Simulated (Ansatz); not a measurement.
# AlCo: properties at the relaxed cell

The task, for AlCo: measure the bulk modulus from energies at several volumes.

Method: DFT r2SCAN, scalar-relativistic, plane waves, PAW, in Ansatz 0.2.0.

## Step 1: The system as given

It takes space group Pm-3m (No. 221, cubic). The conventional cell has a = 2.824 Å, b = 2.824 Å, c = 2.824 Å, α = 90.00°, β = 90.00°, γ = 90.00°. Al (site symmetry m-3m) is surrounded by 8 Co at 2.45 Å. Co (site symmetry m-3m) is surrounded by 8 Al at 2.45 Å.

Structure file:

```cif
data_structure
_symmetry_space_group_name_H-M 'P 1'
_symmetry_Int_Tables_number 1
_cell_length_a 2.8241
_cell_length_b 2.8241
_cell_length_c 2.8241
_cell_angle_alpha 90.000
_cell_angle_beta 90.000
_cell_angle_gamma 90.000
_cell_volume 22.52
loop_
_atom_site_label
_atom_site_type_symbol
_atom_site_fract_x
_atom_site_fract_y
_atom_site_fract_z
_atom_site_occupancy
Al1 Al 0.00000 0.00000 0.00000 1
Co1 Co 0.50000 0.50000 0.50000 1
```

It goes back to an entry of the Materials Project.

It is the result of an earlier relaxation at this level (volume 11.26 Å³/atom; gap on the mesh: none (metal), site moments up to 0.1 μB).

## Step 2: Volume × 0.97

The input, input.yaml:

```yaml
crystal:
  lattice:
    - [2.7955279993, 0.0, 0.0]
    - [0.0, 2.7955279993, 0.0]
    - [0.0, 0.0, 2.7955279993]
  atoms:
    - { symbol: Al, position: [0.0, 0.0, 0.0] }
    - { symbol: Co, position: [0.5, 0.5, 0.5], spin: 0.16 }
basis:
  ecutwfc: 500
kpoints:
  mp_grid: { grid: [14, 14, 14] }
hamiltonian:
  xc: r2scan
scf:
  occupations: { method: gaussian, width: 0.1 }
output:
  forces: true
  stress: true
  eigenvalues: true
  populations: true
  write_density: true
  write_potential: true
  elf: true
  volumetric_format: npy
magnetization:
  spin_polarized: true
```

The run is started by

```bash
$ ansatz run input.yaml --threads 1 --pin off --max-ram 2560MiB --backend cpu --events-out ev --progress --plain --runs-dir out
```

Output (excerpt; [...] marks lines left out):

```text
Warning: RAYON_NUM_THREADS=1 ignored (pool sized by the plan → 1); use --threads N
[...]
Pseudopotentials: kind: paw
Pseudopotential: Al, paw, valence charge 3, recommended cutoff 500 eV (meta_gga), Al.paw.azcp
Pseudopotential: Co, paw, valence charge 17, recommended cutoff 500 eV (meta_gga), Co.paw.azcp
Functional definition: r2SCAN
[...]
Crystal: 2 atoms, lattice volume = 21.847 Å³
Basis set: ecut = 500 eV, 515 PW (Γ), exchange–correlation on 96×96×96 points (64 copies of the dense FFT grid, shifted against one another)
Bands: 15, of which v1, the nominal top of the filled ones, is band 10 counted from 1 (9 counted from 0)
Symmetry: 48 space group operations
Space group: Pm-3m (ITA 221), of the structure as read, at distance tolerance 2.8e-5 Å
Magnetic group: BNS 221.92 (UNI 1594), of the structure as read, at distance tolerance 2.8e-5 Å
k-points: 120 of 2744
[...]
Starting moments: Σ|m| = 0.16 μB on 1 of 2 sites
[...]
SCF iter   1: F=—  HF=-5671.603499 eV  |F-HF|=—  |Δ(HF+E_count)|=         —  Δρ=6.00e-2 (↑6.00e-2 ↓5.37e-2)  dr2=1.46e0  dr2_τ=1.60e-2  dr2_m=5.54e-3  M=0.053 μB ∫|m|=0.131 μB  β_m=0.45  ethr=3.10e-3  ⟨swp⟩=4.7  Hψ=16574  notcnv=0
[...]
Starting moments: Σ|m| = 3 μB on 1 of 2 sites
[...]
spin-set hold released at iteration 11 (site moments contracting): the magnetisation degrees of freedom join the quasi-Newton model from the next iteration; the mixer history was flushed
[...]
SCF iter  68: F=-5673.010551 eV  HF=-5673.010551 eV  |F-HF|=9.10e-9  |Δ(HF+E_count)|=   1.60e-6  Δρ=1.71e-5 (↑1.21e-5 ↓1.71e-5)  dr2=3.58e-9  dr2_τ=4.20e-10  dr2_m=4.28e-8  M=0.067 μB ∫|m|=0.135 μB  ethr=5.05e-12  ⟨swp⟩=1.0  Hψ=16004  notcnv=0
[...]
WARN: the starting moments were not kept: the SCF closed with an absolute magnetisation of 1.8e-5 μB, where they sum to 0.16 μB in size (1 site). That is at most 0.1 of that sum. Measured as dr2_m measures the in/out step, that magnetisation stands 5.7e-10 eV from none, at or under the [...]
this state was not tested for a lower state beside it, because the mixer in use, unlike msr1, does not test its closes by its own steps (another_mixer; see scf.mixing.algorithm and scf.lower_state_search)
SCF converged after 29 iterations
Magnetization: 0.0000 μB (10.0000 up, 10.0000 down)
Absolute magnetization: 0.0000 μB (∫|ρ↑−ρ↓|, with the PAW one-centre terms)
Spin contamination: 0.0000 ħ² per cell (⟨S²⟩ above its minimum at these occupations)
Per-site moments (μB) at R_I (Å): [(-1.1046375312764384e-6, 0.9986617840586006), (1.3491997345016161e-5, 0.9986617840586006)]
Free energy (F): -5673.010650 eV
[...]
E sigma→0 (E₀):  -5673.009209 eV
Entropy (-TS):   -0.002881 eV (-1.441 meV/atom)
Fermi energy:    15.465551 eV
[...]
--- Forces (eV/Å), atoms counted from 1 ---
  atom   1  Al    -0.00000000    -0.00000000    -0.00000000
  atom   2  Co     0.00000000    -0.00000000    -0.00000000
[...]
--- Stress (GPa, compression-positive) ---
        6.226749      -0.000000       0.000000
        0.000000       6.226749       0.000000
        0.000000      -0.000000       6.226749
  P = ⅓ Tr σ = 6.2267 GPa (62.267 kbar)
--- Band table (eV; the first three rows and the last of 240) ---
  k-point 0 ↑: bands = ["-82.9862", "-44.8266", "-44.8266", "-44.8266", "3.2736", "12.0844", "12.0844", "14.2875", "14.2875", "14.2875", "22.0294", "22.0294", "22.0294", "24.6773", "24.6773"]
[...]
--- Löwdin populations: 2 sites ---
  site symbol       q [e]    m [muB]
     0     Al      3.1797    -0.0000
     1     Co     16.6253     0.0000
  spilling = 0.009750 (of n_electrons = 20.000000)
```

It took 4.1 min on 1 thread of Intel Xeon at 2.50GHz (Skylake/Cascade Lake), shared host; peak memory 0.47 GiB.

Per atom:

| atom | Löwdin electrons |
| --- | --- |
| Al1 | 3.18 |
| Co2 | 16.63 |

The Löwdin counts miss 0.20 of the 20 electrons, which the atomic orbitals do not span, so they are no charges.

Density in the ac plane at y = 0.000 (fractional), which holds Al.

Ten even steps from ' ' (0.06 e/Å³) to '@' (0.32 e/Å³):
```
        ..::==****##############****==::..      
      ..::--++**##################**++--::..    
  ....::--==**######################**==--::....
::::--==++**######%%##########%%######**++==--::
======++**####%%%%%%%%%%%%%%%%%%%%%%####**++====
********####%%%%%%%%%%%%%%%%%%%%%%%%%%####******
##########%%%%%%%%%%%%%%%%%%%%%%%%%%%%%%########
############%%%%%%%%%%%%@@%%%%%%%%%%%%##########
############%%%%%%%%@@@@@@@@@@%%%%%%%%##########
############%%%%%%%%@@@@@@@@@@%%%%%%%%##########
############%%%%%%%%@@@@@@@@@@%%%%%%%%##########
############%%%%%%%%%%%%@@%%%%%%%%%%%%##########
##########%%%%%%%%%%%%%%%%%%%%%%%%%%%%%%########
********####%%%%%%%%%%%%%%%%%%%%%%%%%%####******
======++**####%%%%%%%%%%%%%%%%%%%%%%####**++====
::::--==++**######%%##########%%######**++==--::
  ....::--==**######################**==--::....
      ..::--++**##################**++--::..    
        ..::==****##############****==::..      
        ..::==++**##############**++==::..      
```
Columns run along a and rows up along c, over one cell in 24 and 20 even steps from the bottom left corner. Atoms in the plane (fractional): Al at (0.00, 0.00).

ELF in the same plane.

Values, 12 rows by 12 columns:
```
0.05 0.03 0.05 0.23 0.44 0.51 0.51 0.51 0.44 0.23 0.05 0.03
0.02 0.05 0.16 0.36 0.49 0.51 0.50 0.51 0.49 0.36 0.16 0.05
0.17 0.23 0.36 0.48 0.52 0.50 0.49 0.50 0.52 0.48 0.36 0.23
0.40 0.44 0.49 0.52 0.51 0.49 0.47 0.49 0.51 0.52 0.49 0.44
0.50 0.51 0.51 0.50 0.49 0.47 0.47 0.47 0.49 0.50 0.51 0.51
0.52 0.51 0.50 0.49 0.47 0.47 0.46 0.47 0.47 0.49 0.50 0.51
0.50 0.51 0.51 0.50 0.49 0.47 0.47 0.47 0.49 0.50 0.51 0.51
0.40 0.44 0.49 0.52 0.51 0.49 0.47 0.49 0.51 0.52 0.49 0.44
0.17 0.23 0.36 0.48 0.52 0.50 0.49 0.50 0.52 0.48 0.36 0.23
0.02 0.05 0.16 0.36 0.49 0.51 0.50 0.51 0.49 0.36 0.16 0.05
0.05 0.03 0.05 0.23 0.44 0.51 0.51 0.51 0.44 0.23 0.05 0.03
0.07 0.05 0.02 0.17 0.40 0.50 0.52 0.50 0.40 0.17 0.02 0.05
```
Columns run along a and rows up along c, over one cell in 12 and 12 even steps from the bottom left corner. Atoms in the plane (fractional): Al at (0.00, 0.00).

Both are smooth fields of the valence electrons: close to the nuclei they are not physical.

The highest ELF values outside the cores: 0.53 beside Al, off the lines to its neighbours, 1.1 Å from Al; 0.52 on the Al–Al line, 1.4 Å from Al.

## Step 3: Volume × 1.03

Edit input.yaml of step 2 so:

```diff
@@ -2,5 +2,5 @@
   lattice:
-    - [2.7955279993, 0.0, 0.0]
-    - [0.0, 2.7955279993, 0.0]
-    - [0.0, 0.0, 2.7955279993]
+    - [2.8520185323, 0.0, 0.0]
+    - [0.0, 2.8520185323, 0.0]
+    - [0.0, 0.0, 2.8520185323]
   atoms:
@@ -21,6 +21,2 @@
   populations: true
-  write_density: true
-  write_potential: true
-  elf: true
-  volumetric_format: npy
 magnetization:
```

The run is started by

```bash
$ ansatz run input.yaml --threads 1 --pin off --max-ram 2560MiB --backend cpu --events-out ev --progress --plain --runs-dir out
```

Output (excerpt; [...] marks lines left out):

```text
Warning: RAYON_NUM_THREADS=1 ignored (pool sized by the plan → 1); use --threads N
[...]
Pseudopotentials: kind: paw
Pseudopotential: Al, paw, valence charge 3, recommended cutoff 500 eV (meta_gga), Al.paw.azcp
Pseudopotential: Co, paw, valence charge 17, recommended cutoff 500 eV (meta_gga), Co.paw.azcp
Functional definition: r2SCAN
[...]
Crystal: 2 atoms, lattice volume = 23.198 Å³
Basis set: ecut = 500 eV, 619 PW (Γ), exchange–correlation on 96×96×96 points (64 copies of the dense FFT grid, shifted against one another)
Bands: 15, of which v1, the nominal top of the filled ones, is band 10 counted from 1 (9 counted from 0)
Symmetry: 48 space group operations
Space group: Pm-3m (ITA 221), of the structure as read, at distance tolerance 2.9e-5 Å
Magnetic group: BNS 221.92 (UNI 1594), of the structure as read, at distance tolerance 2.9e-5 Å
k-points: 120 of 2744
[...]
Starting moments: Σ|m| = 0.16 μB on 1 of 2 sites
[...]
Per-site moments (μB) at R_I (Å): [(-0.014592306454416342, 1.0188422066772715), (0.1669439354420321, 1.0188422066772715)]
Free energy (F): -5673.011887 eV
[...]
E sigma→0 (E₀):  -5673.009718 eV
Entropy (-TS):   -0.004336 eV (-2.168 meV/atom)
Fermi energy:    14.331942 eV
[...]
--- Forces (eV/Å), atoms counted from 1 ---
  atom   1  Al     0.00000000     0.00000000     0.00000000
  atom   2  Co     0.00000000     0.00000000     0.00000000
[...]
--- Stress (GPa, compression-positive) ---
       -5.443974       0.000000       0.000000
        0.000000      -5.443974       0.000000
        0.000000       0.000000      -5.443974
  P = ⅓ Tr σ = -5.4440 GPa (-54.440 kbar)
--- Band table (eV; the first three rows and the last of 240) ---
  k-point 0 ↑: bands = ["-84.0968", "-45.9337", "-45.9337", "-45.9337", "2.6816", "11.1619", "11.1619", "13.2620", "13.2620", "13.2620", "20.6671", "20.6671", "20.6671", "23.3105", "23.3105"]
[...]
--- Löwdin populations: 2 sites ---
  site symbol       q [e]    m [muB]
     0     Al      3.2040    -0.0391
     1     Co     16.6034     0.1639
  spilling = 0.009632 (of n_electrons = 20.000000)
```

Wall time 53 s (1 thread of Intel Xeon at 2.50GHz (Skylake/Cascade Lake), shared host); peak memory 0.46 GiB.

## Step 4: Volume × 0.94

Edit input.yaml of step 3 so:

```diff
@@ -2,5 +2,5 @@
   lattice:
-    - [2.8520185323, 0.0, 0.0]
-    - [0.0, 2.8520185323, 0.0]
-    - [0.0, 0.0, 2.8520185323]
+    - [2.7664057982, 0.0, 0.0]
+    - [0.0, 2.7664057982, 0.0]
+    - [0.0, 0.0, 2.7664057982]
   atoms:
```

The run is started by

```bash
$ ansatz run input.yaml --threads 1 --pin off --max-ram 2560MiB --backend cpu --events-out ev --progress --plain --runs-dir out
```

Output (excerpt; [...] marks lines left out):

```text
Warning: RAYON_NUM_THREADS=1 ignored (pool sized by the plan → 1); use --threads N
[...]
Pseudopotentials: kind: paw
Pseudopotential: Al, paw, valence charge 3, recommended cutoff 500 eV (meta_gga), Al.paw.azcp
Pseudopotential: Co, paw, valence charge 17, recommended cutoff 500 eV (meta_gga), Co.paw.azcp
Functional definition: r2SCAN
[...]
Crystal: 2 atoms, lattice volume = 21.171 Å³
Basis set: ecut = 500 eV, 515 PW (Γ), exchange–correlation on 96×96×96 points (64 copies of the dense FFT grid, shifted against one another)
Bands: 15, of which v1, the nominal top of the filled ones, is band 10 counted from 1 (9 counted from 0)
Symmetry: 48 space group operations
Space group: Pm-3m (ITA 221), of the structure as read, at distance tolerance 2.8e-5 Å
Magnetic group: BNS 221.92 (UNI 1594), of the structure as read, at distance tolerance 2.8e-5 Å
k-points: 120 of 2744
[...]
Starting moments: Σ|m| = 0.16 μB on 1 of 2 sites
[...]
WARN: the starting moments were not kept: the SCF closed with an absolute magnetisation of 1.9e-5 μB, where they sum to 0.16 μB in size (1 site). That is at most 0.1 of that sum. Measured as dr2_m measures the in/out step, that magnetisation stands 6.3e-10 eV from none, at or under the [...]
Absolute magnetization: 0.0000 μB (∫|ρ↑−ρ↓|, with the PAW one-centre terms)
Spin contamination: 0.0000 ħ² per cell (⟨S²⟩ above its minimum at these occupations)
Per-site moments (μB) at R_I (Å): [(1.1218351793744028e-6, 0.9882583005973291), (-1.4110695144320513e-5, 0.9882583005973291)]
Free energy (F): -5672.968983 eV
[...]
E sigma→0 (E₀):  -5672.967646 eV
Entropy (-TS):   -0.002674 eV (-1.337 meV/atom)
Fermi energy:    16.045143 eV
[...]
--- Forces (eV/Å), atoms counted from 1 ---
  atom   1  Al    -0.00000000     0.00000000     0.00000000
  atom   2  Co     0.00000000    -0.00000000    -0.00000000
[...]
--- Stress (GPa, compression-positive) ---
       13.731767      -0.000000       0.000000
       -0.000000      13.731767       0.000000
        0.000000      -0.000000      13.731767
  P = ⅓ Tr σ = 13.7318 GPa (137.318 kbar)
--- Band table (eV; the first three rows and the last of 240) ---
  k-point 0 ↑: bands = ["-82.4586", "-44.2992", "-44.2992", "-44.2992", "3.6258", "12.4987", "12.4987", "14.8227", "14.8227", "14.8227", "22.7852", "22.7852", "22.7852", "25.3945", "25.3945"]
[...]
--- Löwdin populations: 2 sites ---
  site symbol       q [e]    m [muB]
     0     Al      3.1677     0.0000
     1     Co     16.6363    -0.0000
  spilling = 0.009801 (of n_electrons = 20.000000)
```

It took 2.3 min on 1 thread of Intel Xeon at 2.50GHz (Skylake/Cascade Lake), shared host; peak memory 0.47 GiB.

By site:

| atom | Löwdin electrons |
| --- | --- |
| Al1 | 3.17 |
| Co2 | 16.64 |

The Löwdin counts miss 0.20 of the 20 electrons, which the atomic orbitals do not span, so they are no charges.

## Step 5: Point at V/V0 = 1.06

Edit input.yaml of step 4 so:

```diff
@@ -2,5 +2,5 @@
   lattice:
-    - [2.7664057982, 0.0, 0.0]
-    - [0.0, 2.7664057982, 0.0]
-    - [0.0, 0.0, 2.7664057982]
+    - [2.8794434698, 0.0, 0.0]
+    - [0.0, 2.8794434698, 0.0]
+    - [0.0, 0.0, 2.8794434698]
   atoms:
```

The run is started by

```bash
$ ansatz run input.yaml --threads 1 --pin off --max-ram 2560MiB --backend cpu --events-out ev --progress --plain --runs-dir out
```

Output (excerpt; [...] marks lines left out):

```text
Warning: RAYON_NUM_THREADS=1 ignored (pool sized by the plan → 1); use --threads N
[...]
Pseudopotentials: kind: paw
Pseudopotential: Al, paw, valence charge 3, recommended cutoff 500 eV (meta_gga), Al.paw.azcp
Pseudopotential: Co, paw, valence charge 17, recommended cutoff 500 eV (meta_gga), Co.paw.azcp
Functional definition: r2SCAN
[...]
Crystal: 2 atoms, lattice volume = 23.874 Å³
Basis set: ecut = 500 eV, 619 PW (Γ), exchange–correlation on 96×96×96 points (64 copies of the dense FFT grid, shifted against one another)
Bands: 15, of which v1, the nominal top of the filled ones, is band 10 counted from 1 (9 counted from 0)
Symmetry: 48 space group operations
Space group: Pm-3m (ITA 221), of the structure as read, at distance tolerance 2.9e-5 Å
Magnetic group: BNS 221.92 (UNI 1594), of the structure as read, at distance tolerance 2.9e-5 Å
k-points: 120 of 2744
[...]
Starting moments: Σ|m| = 0.16 μB on 1 of 2 sites
[...]
Per-site moments (μB) at R_I (Å): [(-0.017172687804938126, 1.028639367363304), (0.18940748634753962, 1.028639367363304)]
Free energy (F): -5672.978874 eV
[...]
E sigma→0 (E₀):  -5672.976432 eV
Entropy (-TS):   -0.004884 eV (-2.442 meV/atom)
Fermi energy:    13.819913 eV
[...]
--- Forces (eV/Å), atoms counted from 1 ---
  atom   1  Al    -0.00000000     0.00000000    -0.00000000
  atom   2  Co     0.00000000     0.00000000    -0.00000000
[...]
--- Stress (GPa, compression-positive) ---
      -10.084526       0.000000       0.000000
        0.000000     -10.084526       0.000000
        0.000000       0.000000     -10.084526
  P = ⅓ Tr σ = -10.0845 GPa (-100.845 kbar)
--- Band table (eV; the first three rows and the last of 240) ---
  k-point 0 ↑: bands = ["-84.5579", "-46.3945", "-46.3945", "-46.3945", "2.4003", "10.7861", "10.7861", "12.8079", "12.8079", "12.8079", "20.0353", "20.0353", "20.0353", "22.6996", "22.6996"]
[...]
--- Löwdin populations: 2 sites ---
  site symbol       q [e]    m [muB]
     0     Al      3.2142    -0.0461
     1     Co     16.5942     0.1862
  spilling = 0.009580 (of n_electrons = 20.000000)
```

Run time: 49 s. Hardware: 1 thread of Intel Xeon at 2.50GHz (Skylake/Cascade Lake), shared host; peak memory 0.47 GiB.

By site:

| atom | moment in the atom's sphere (μB) | Löwdin electrons |
| --- | --- | --- |
| Al1 | -0.02 | 3.21 |
| Co2 | 0.19 | 16.59 |

The Löwdin counts miss 0.19 of the 20 electrons, which the atomic orbitals do not span, so they are no charges.

## Step 6: Energy against volume

| volume (Å³/atom) | energy above the lowest point (meV/atom) | pressure (GPa) | gap on the mesh (eV) | largest moment (μB) |
| --- | --- | --- | --- | --- |
| 10.586 | 27.0 | 13.73 | 0.00 | 0.00 |
| 10.923 | 6.2 | 6.23 | 0.00 | 0.00 |
| 11.261 | 0.0 | 0.01 | 0.00 | 0.15 |
| 11.599 | 6.0 | -5.44 | 0.00 | 0.17 |
| 11.937 | 22.6 | -10.08 | 0.00 | 0.19 |

## Step 7: What came out

```
                     quantity          value
equilibrium volume of the fit  11.26 Å³/atom
                 bulk modulus        195 GPa
      its pressure derivative            4.2
```

The fit puts the minimum at 11.26 Å³/atom with B = 195 GPa and B' = 4.2. Compression weakens the moments, from 0.2 to 0.0 μB, as the bands widen. The magnetic state reached may not be the lowest one. The small moment in this metal comes from r2SCAN alone, which enlarges such moments; no other functional was run here.
